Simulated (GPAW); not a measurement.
# CaCuH2 (R-3m) in GPAW: a series of runs

The runs below take CaCuH2 through relaxation of cell and atoms, with PBE, PBE+D3(BJ), PBE+D4.

Program: GPAW 26.7.0. These are calculated values, not measurements. Logs are shortened: lines on timing, memory, paths and dates and some standing lists are left out, and cuts for length are marked. The log counts tension as positive stress, the text compression.

## 1. The structure

It takes space group R-3m (No. 166, trigonal). The conventional cell has a = 3.890 Å, b = 3.890 Å, c = 13.072 Å, α = 90.00°, β = 90.00°, γ = 120.00°. Around Ca (site symmetry -3m) lie 6 H at 2.33 Å. Around Cu (site symmetry -3m) lie 2 H at 1.54 Å. Around H (site symmetry 3m) lie 1 Cu at 1.54 Å.

The cell was built by a generator and needn't be a form met in nature.

## 2. Relaxation of cell and atoms, PBE

The input, run.py:

```python
from ase import Atoms
from ase.filters import FrechetCellFilter
from ase.io import write
from ase.optimize import BFGS
from gpaw import GPAW, PW

atoms = Atoms(['Ca', 'Cu', 'H', 'H'],
              cell=[[1.945241188, 1.1230855235, 4.35738],
                    [-1.945241188, 1.1230855235, 4.35738],
                    [0.0, -2.246171047, 4.35738]],
              scaled_positions=[[0.5, 0.5, 0.5],
                                [0.0, 0.0, 0.0],
                                [0.88181, 0.88181, 0.88181],
                                [0.11819, 0.11819, 0.11819]],
              pbc=True)

calc = GPAW(mode=PW(600),
            xc='PBE',
            kpts={'size': (6, 6, 6), 'gamma': True},
            occupations={'name': 'fermi-dirac', 'width': 0.05},
            nbands=24,
            convergence={'density': 1e-05, 'forces': 0.0001},
            maxiter=150,
            txt='gpaw.txt')
atoms.calc = calc
opt = BFGS(FrechetCellFilter(atoms), trajectory='relax.traj', logfile='-')
done = opt.run(fmax=0.02, steps=60)
calc.write('gs.gpw')
write('result.traj', atoms)
print('Converged:', done)
print('Cell:', atoms.cell.cellpar().round(4))
print('Volume:', round(atoms.get_volume(), 4))
print(atoms.get_scaled_positions().round(5))
```

Potentials or basis: GPAW PAW data sets (gpaw-data 1.2.1), pw.

Run with:

```bash
$ OMP_NUM_THREADS=1 python run.py
```

gpaw.txt:

```text
__  _  _
 | _ |_)|_||  |
 |__||  | ||/\| - 26.7.0

Input parameters:
  mode=PW(ecut=600.0),
  convergence={'density': 1e-05, 'forces': 0.0001},
  kpts=MonkhorstPack(size=(6, 6, 6), gamma=True),
  maxiter=150,
  nbands=24,
  occupations=Occupations(name='fermi-dirac', width=0.05),
  xc=XC(name='PBE')

Diagonalizing LCAO Hamiltonian
Converting LCAO to pw mode

       H

       Ca

       H

       Cu

Atoms  # Å, Bohr magnetons
|   | symbol |         x |         y |         z |    initial magnetic moments |
|---|--------|-----------|-----------|-----------|-----------------------------|
| 0 |     Ca |  0.000000 |  0.000000 |  6.536070 | ( 0.0000,  0.0000,  0.0000) |
| 1 |     Cu |  0.000000 |  0.000000 |  0.000000 | ( 0.0000,  0.0000,  0.0000) |
| 2 |      H |  0.000000 | -0.000000 | 11.527144 | ( 0.0000,  0.0000,  0.0000) |
| 3 |      H | -0.000000 |  0.000000 |  1.544996 | ( 0.0000,  0.0000,  0.0000) |

Unit cell  # Å
| periodic |         x |         y |        z |  lengths |    angles |
|----------|-----------|-----------|----------|----------|-----------|
|      yes |  1.945241 |  1.123086 | 4.357380 | 4.902249 | 46.757299 |
|      yes | -1.945241 |  1.123086 | 4.357380 | 4.902249 | 46.757299 |
|      yes |  0.000000 | -2.246171 | 4.357380 | 4.902249 | 46.757299 |

Number of symmetries: 12
Symmetry operations  # r_c * U_cc + t_c -> r_c
|    | kind |            matrix            |
|----|------|------------------------------|
|  0 |  E   |  1, 0, 0,  0, 1, 0,  0, 0, 1 |
|  1 |  σ   |  1, 0, 0,  0, 0, 1,  0, 1, 0 |
|  2 |  σ   |  0, 1, 0,  1, 0, 0,  0, 0, 1 |
|  3 |  C3  |  0, 1, 0,  0, 0, 1,  1, 0, 0 |
|  4 |  C3  |  0, 0, 1,  1, 0, 0,  0, 1, 0 |
|  5 |  σ   |  0, 0, 1,  0, 1, 0,  1, 0, 0 |
|  6 |  C2  |  0, 0,-1,  0,-1, 0, -1, 0, 0 |
|  7 |  S6  |  0, 0,-1, -1, 0, 0,  0,-1, 0 |
|  8 |  S6  |  0,-1, 0,  0, 0,-1, -1, 0, 0 |
|  9 |  C2  |  0,-1, 0, -1, 0, 0,  0, 0,-1 |
| 10 |  C2  | -1, 0, 0,  0, 0,-1,  0,-1, 0 |
| 11 |  i   | -1, 0, 0,  0,-1, 0,  0, 0,-1 |
[... 201 lines left out ...]
|          8 |         1.059 |     2.000 |
[... 8 lines left out ...]
|         17 |        11.235 |     0.000 |
|         18 |        11.235 |     0.000 |
|        ... |               |           |
|         23 |        17.014 |     0.000 |

No gap
No difference between direct/indirect transitions

Stress tensor  # eV/Ang^3
|         x |         y |         z |
|-----------|-----------|-----------|
| -0.001262 | -0.000000 |  0.000000 |
|  0.000000 | -0.001262 |  0.000000 |
|  0.000000 |  0.000000 | -0.005037 |

Forces  # eV/Ang
|        x |        y |        z |
|----------|----------|----------|
|  0.00000 |  0.00000 |  0.00000 |  # Ca   0
|  0.00000 |  0.00000 | -0.00000 |  # Cu   1
|  0.00000 |  0.00000 | -0.08965 |  # H    2
| -0.00000 | -0.00000 |  0.08965 |  # H    3

Interpolating wave functions to new cell

       H

       Ca

       H

       Cu

Atoms  # Å, Bohr magnetons
|   | symbol |         x |         y |         z |    initial magnetic moments |
|---|--------|-----------|-----------|-----------|-----------------------------|
| 0 |     Ca | -0.000000 |  0.000000 |  6.537749 | ( 0.0000,  0.0000,  0.0000) |
| 1 |     Cu |  0.000000 |  0.000000 | -0.000000 | ( 0.0000,  0.0000,  0.0000) |
| 2 |      H | -0.000000 | -0.000000 | 11.528824 | ( 0.0000,  0.0000,  0.0000) |
| 3 |      H | -0.000000 |  0.000000 |  1.546674 | ( 0.0000,  0.0000,  0.0000) |

Unit cell  # Å
| periodic |         x |         y |        z |  lengths |    angles |
|----------|-----------|-----------|----------|----------|-----------|
|      yes |  1.945366 |  1.123158 | 4.358500 | 4.903310 | 46.749764 |
|      yes | -1.945366 |  1.123158 | 4.358500 | 4.903310 | 46.749764 |
|      yes | -0.000000 | -2.246316 | 4.358500 | 4.903310 | 46.749764 |

Number of symmetries: 12
Symmetry operations  # r_c * U_cc + t_c -> r_c
|    | kind |            matrix            |
|----|------|------------------------------|
|  0 |  E   |  1, 0, 0,  0, 1, 0,  0, 0, 1 |
|  1 |  σ   |  1, 0, 0,  0, 0, 1,  0, 1, 0 |
|  2 |  σ   |  0, 1, 0,  1, 0, 0,  0, 0, 1 |
|  3 |  C3  |  0, 1, 0,  0, 0, 1,  1, 0, 0 |
|  4 |  C3  |  0, 0, 1,  1, 0, 0,  0, 1, 0 |
|  5 |  σ   |  0, 0, 1,  0, 1, 0,  1, 0, 0 |
|  6 |  C2  |  0, 0,-1,  0,-1, 0, -1, 0, 0 |
|  7 |  S6  |  0, 0,-1, -1, 0, 0,  0,-1, 0 |
|  8 |  S6  |  0,-1, 0,  0, 0,-1, -1, 0, 0 |
|  9 |  C2  |  0,-1, 0, -1, 0, 0,  0, 0,-1 |
| 10 |  C2  | -1, 0, 0,  0, 0,-1,  0,-1, 0 |
| 11 |  i   | -1, 0, 0,  0,-1, 0,  0, 0,-1 |
[... 197 lines left out ...]
|          8 |         1.060 |     2.000 |
[... 8 lines left out ...]
|         17 |        11.232 |     0.000 |
|         18 |        11.233 |     0.000 |
|        ... |               |           |
|         23 |        17.009 |     0.000 |

No gap
No difference between direct/indirect transitions

Stress tensor  # eV/Ang^3
|         x |         y |         z |
|-----------|-----------|-----------|
| -0.001221 |  0.000000 | -0.000000 |
|  0.000000 | -0.001221 | -0.000000 |
| -0.000000 | -0.000000 | -0.004100 |

Forces  # eV/Ang
|        x |        y |        z |
|----------|----------|----------|
|  0.00000 |  0.00000 |  0.00000 |  # Ca   0
|  0.00000 | -0.00000 |  0.00000 |  # Cu   1
|  0.00000 |  0.00000 | -0.07265 |  # H    2
| -0.00000 | -0.00000 |  0.07265 |  # H    3

Interpolating wave functions to new cell

       H

       Ca

       H

       Cu

Atoms  # Å, Bohr magnetons
|   | symbol |         x |         y |         z |    initial magnetic moments |
|---|--------|-----------|-----------|-----------|-----------------------------|
| 0 |     Ca | -0.000000 | -0.000000 |  6.545225 | ( 0.0000,  0.0000,  0.0000) |
| 1 |     Cu | -0.000000 | -0.000000 | -0.000000 | ( 0.0000,  0.0000,  0.0000) |
| 2 |      H | -0.000000 | -0.000000 | 11.536328 | ( 0.0000,  0.0000,  0.0000) |
| 3 |      H | -0.000000 | -0.000000 |  1.554123 | ( 0.0000,  0.0000,  0.0000) |

Unit cell  # Å
| periodic |         x |         y |        z |  lengths |    angles |
|----------|-----------|-----------|----------|----------|-----------|
|      yes |  1.946028 |  1.123540 | 4.363484 | 4.908091 | 46.718359 |
|      yes | -1.946028 |  1.123540 | 4.363484 | 4.908091 | 46.718359 |
|      yes | -0.000000 | -2.247080 | 4.363484 | 4.908091 | 46.718359 |

Number of symmetries: 12
Symmetry operations  # r_c * U_cc + t_c -> r_c
|    | kind |            matrix            |
|----|------|------------------------------|
|  0 |  E   |  1, 0, 0,  0, 1, 0,  0, 0, 1 |
|  1 |  σ   |  1, 0, 0,  0, 0, 1,  0, 1, 0 |
|  2 |  σ   |  0, 1, 0,  1, 0, 0,  0, 0, 1 |
|  3 |  C3  |  0, 1, 0,  0, 0, 1,  1, 0, 0 |
|  4 |  C3  |  0, 0, 1,  1, 0, 0,  0, 1, 0 |
|  5 |  σ   |  0, 0, 1,  0, 1, 0,  1, 0, 0 |
|  6 |  C2  |  0, 0,-1,  0,-1, 0, -1, 0, 0 |
|  7 |  S6  |  0, 0,-1, -1, 0, 0,  0,-1, 0 |
|  8 |  S6  |  0,-1, 0,  0, 0,-1, -1, 0, 0 |
|  9 |  C2  |  0,-1, 0, -1, 0, 0,  0, 0,-1 |
| 10 |  C2  | -1, 0, 0,  0, 0,-1,  0,-1, 0 |
| 11 |  i   | -1, 0, 0,  0,-1, 0,  0, 0,-1 |
[... 198 lines left out ...]
|          8 |         1.066 |     2.000 |
[... 8 lines left out ...]
|         17 |        11.220 |     0.000 |
|         18 |        11.220 |     0.000 |
|        ... |               |           |
|         23 |        16.985 |     0.000 |

No gap
No difference between direct/indirect transitions

Stress tensor  # eV/Ang^3
|         x |         y |         z |
|-----------|-----------|-----------|
| -0.001005 | -0.000000 | -0.000000 |
| -0.000000 | -0.001005 | -0.000000 |
| -0.000000 | -0.000000 | -0.000015 |

Forces  # eV/Ang
|        x |        y |        z |
|----------|----------|----------|
|  0.00000 |  0.00000 |  0.00000 |  # Ca   0
|  0.00000 |  0.00000 |  0.00000 |  # Cu   1
| -0.00000 | -0.00000 |  0.00076 |  # H    2
|  0.00000 |  0.00000 | -0.00076 |  # H    3

# Writing to gs.gpw (mode='')
```

stdout:

```text
Step          Energy          fmax
BFGS:    0      -13.271791        0.089655
BFGS:    1      -13.272087        0.072670
BFGS:    2      -13.272767        0.014386
Converged: True
Cell: [ 4.9081  4.9081  4.9081 46.7184 46.7184 46.7184]
Volume: 57.243
[[0.5     0.5     0.5    ]
 [0.      0.      0.     ]
 [0.88128 0.88128 0.88128]
 [0.11872 0.11872 0.11872]]
```

It took 1.9 min on 1 thread of Arm Neoverse V1, shared host; peak memory 0.26 GiB.

Results:

```
Free energy                            : -13.2728 eV
Relaxed volume                         : 14.31 Å³/atom
Relaxed cell                           : a = 4.908 Å, b = 4.908 Å, c = 4.908 Å, α = 46.72°, β = 46.72°, γ = 46.72°
Space group after relaxing (to 0.05 Å) : R-3m (No. 166)
Energy gained by relaxing              : 0.2 meV/atom
Ionic steps                            : 3
Pressure after relaxing                : 0.1 GPa
Band gap on the k mesh                 : none (metal or under the smearing width)
```

The path:
```csv
step,energy change (eV),largest force (eV/Å),pressure (GPa),volume (Å³)
1,0.0000,0.0897,0.40,57.12
2,-0.0003,0.0727,0.35,57.14
3,-0.0010,0.0008,0.11,57.24
```

Final structure:
```xyz
4
Lattice="1.9460 1.1235 4.3635 -1.9460 1.1235 4.3635 0.0000 -2.2471 4.3635" Properties=species:S:1:pos:R:3 pbc="T T T"
Ca    0.0000    0.0000    6.5452
Cu    0.0000    0.0000    0.0000
H     0.0000    0.0000   11.5363
H     0.0000    0.0000    1.5541
```

Caveat: with this Cu data set, volumes or pressures lay over 1.5 % or 2 GPa off other programs in two to four cells of ten; later steps reuse the first step's grids.

(Continued in part 2 of 3.)
